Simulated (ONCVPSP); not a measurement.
**Pseudopotential generation for H: ONCV, PBE**

Aim: build the potential from the settings below, then test how well it stands in for the atom: other configurations, scattering, ghost states and the plane-wave cutoff that it needs.

Method: ONCVPSP 4.0.1.1 (patched build), PBE, scalar-relativistic.

## 1. The atom and the settings

Typed settings, in words:

```json
{
 "element": "hydrogen (H, Z = 1)",
 "type": "optimised norm-conserving Vanderbilt (ONCV)",
 "frozen core": "none",
 "valence charge": "1",
 "reference configuration": "1s1",
 "partial waves": "1s: rc 0.95 bohr, ncon 3, nbas 6, qcut 5.8 1/bohr, 2 projectors, debl 3.7 Ha",
 "local potential": "polynomial inside 0.85 bohr (lpopt 5, dvloc0 -1 Ha)",
 "core correction": "not asked for"
}
```

The nodes and maxima of the atom's own shells, from an earlier all-electron run, set the scale for the radii.

All-electron outer shells of the reference configuration (PBE, scalar-relativistic, ld1.x):

```csv
shell,level (eV),outermost node (bohr),outermost maximum (bohr)
1s,-6.49,–,1.03
```

## 2. The generation run

Contents of H.dat:

```
# ATOM AND REFERENCE CONFIGURATION
# atsym  z   nc   nv     iexc    psfile
  H 1.00    0    1        4      upf
#
#   n    l    f
    1    0    1.00
#
# PSEUDOPOTENTIAL AND OPTIMIZATION
# lmax
    0
#
#   l,   rc,      ep,       ncon, nbas, qcut
    0    0.95    0.00    3    6    5.80
#
# LOCAL POTENTIAL
# lloc, lpopt,  rc(5),   dvloc0
    4    5    0.85   -1.00
#
# VANDERBILT-KLEINMAN-BYLANDER PROJECTORs
# l, nproj, debl
    0    2    3.70
#
# MODEL CORE CHARGE
# icmod, fcfact, rcfact
    0    0.00    0.00
#
# LOG DERIVATIVE ANALYSIS
# epsh1, epsh2, depsh
   -2.00    5.00    0.02
#
# OUTPUT GRID
# rlmax, drl
    6.00    0.01
#
# TEST CONFIGURATIONS
# ncnf
    1
# nvcnf
#   n    l    f
    1
    1    0    0.50
#
```

Command:

```sh
$ oncvpsp.x < H.dat > H.out
```

Q: Predict the outcome of this session. Wanted: cutoffs for 1 and 0.1 mHa per electron, occupied waves; bound ghosts; GHOST(+) flags; largest test error; largest phase difference near zero energy, channels read.

The runs gave:

| quantity | value |
| --- | --- |
| cutoffs for 1 and 0.1 mHa per electron, occupied waves | 16 Ha and 78 Ha |
| bound ghosts | none found |
| GHOST(+) flags | none at low energy |
| largest test error (AE − PS) | +0.9 meV, for 1s0.5 |
| largest phase difference near zero energy, channels read | 0.000 rad |

What this shows: By total energies transferability is very good: the largest error is 0.9 meV on 4.8 eV, for 1s0.5. By its cutoff, 16 Ha for the looser tolerance, it is soft on the atom at that tolerance. The tighter tolerance needs 78 Ha, and converged work needs a cutoff nearer that. The program's ghost test flags no bound state. Near zero energy the phases of the channels with partial waves agree within 0.001 rad. All of this concerns the isolated atom, not yet a solid.
